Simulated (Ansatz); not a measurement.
# C₂H₄BCl: one species, many methods

The task here is to estimate one member of a computed series from the others.

Method: functionals in def2-TZVPP, the program's frozen cores in correlated methods; program: Ansatz 0.2.0, Gaussian basis.

The runs, in order: LDA (SPW92), PBE-D4, revPBE-D4, BLYP-D4, r2SCAN-D4, B97M-V, PBE0-D4, B3LYP-D4, r2SCANh-D4, r2SCAN0-D4, HSE06-D4, BHLYP-D4, CAM-B3LYP-D4, LC-ωPBE, ωB97X-V, ωB97M-V, B2PLYP, PBE-QIDH; CCSD(T)/def2-SVP; CCSD(T)/def2-TZVPP; MP2/def2-QZVPP; extrapolation to the limit; RPA on PBE.

## The geometry

An earlier PBE0-D4 in a triple-zeta def2 set relaxation fixed the geometry.

SMILES `ClB1CC1`, 8 atoms, charge 0, spin multiplicity 1.

Atoms are counted from 1 here; the program's logs count them from 0.

Bond lengths: Cl1–B2 1.717 Å, B2–C3 1.513 Å, B2–C4 1.513 Å, C3–C4 1.562 Å, C3–H5 1.086 Å, C3–H6 1.086 Å, C4–H7 1.086 Å, C4–H8 1.086 Å. Angles: Cl1–B2–C3 148.9°, Cl1–B2–C4 148.9°, C3–B2–C4 62.1°, B2–C3–C4 58.9°, B2–C3–H5 120.4°, B2–C3–H6 120.4°, C4–C3–H5 117.0°, C4–C3–H6 117.0°, H5–C3–H6 112.7°, B2–C4–C3 58.9°, B2–C4–H7 120.4°, B2–C4–H8 120.4°, C3–C4–H7 117.0°, C3–C4–H8 117.0°, H7–C4–H8 112.7°.

Set-up of the first run:

File in.yaml:

```yaml
crystal:
  periodic: [false, false, false]
  atoms:
    - {symbol: Cl, position_ang: [-2.492963, 0.742748, -0.419685]}
    - {symbol: B, position_ang: [-0.868601, 0.256381, -0.151999]}
    - {symbol: C, position_ang: [0.564674, 0.635234, 0.151611]}
    - {symbol: C, position_ang: [0.151335, -0.856990, -0.051372]}
    - {symbol: H, position_ang: [1.189731, 1.082855, -0.616086]}
    - {symbol: H, position_ang: [0.853673, 0.935026, 1.155114]}
    - {symbol: H, position_ang: [0.515255, -1.352287, -0.947284]}
    - {symbol: H, position_ang: [0.179096, -1.500065, 0.823901]}
basis:
  gaussian: {orbitals: def2-TZVPP}
hamiltonian: {xc: lda}
output: {orbitals: {seedname: orbitals}}
```

Among the steps run: LDA; PBE-D4 (GGA); revPBE-D4 (GGA); BLYP-D4 (GGA); r2SCAN-D4 (meta-GGA); B97M-V (meta-GGA); PBE0-D4 (hybrid); B3LYP-D4 (hybrid); r2SCANh-D4 (hybrid); r2SCAN0-D4 (hybrid); HSE06-D4 (hybrid); BHLYP-D4 (hybrid); CAM-B3LYP-D4 (range-separated); LC-ωPBE (range-separated); ωB97X-V (range-separated); ωB97M-V (range-separated); B2PLYP (double hybrid); PBE-QIDH (double hybrid).

One table of the session follows, with a row left open; its other results are not shown here.

It belongs to the step «Frontier levels by functional». 

```
  functional  HOMO (eV)  gap (eV)
 LDA (SPW92)          ?         ?
      PBE-D4      -5.97      3.83
   revPBE-D4      -5.92      3.89
     BLYP-D4      -5.86      3.90
   r2SCAN-D4      -6.21      4.44
      B97M-V      -6.28      4.57
     PBE0-D4      -7.27      6.13
    B3LYP-D4      -7.07      5.73
  r2SCANh-D4      -6.69      5.27
  r2SCAN0-D4      -7.42      6.51
    HSE06-D4      -6.87      5.34
    BHLYP-D4      -8.49      8.49
CAM-B3LYP-D4      -8.67      8.71
     LC-ωPBE     -10.04     11.24
     ωB97X-V      -9.65     10.79
     ωB97M-V      -9.52     10.47
```

**Question.** Estimate the row for LDA (SPW92).

The run gave: HOMO (eV): -6.10; gap (eV): 3.71. In the column «HOMO (eV)» it lies between r2SCAN-D4 (-6.21) and PBE-D4 (-5.97).
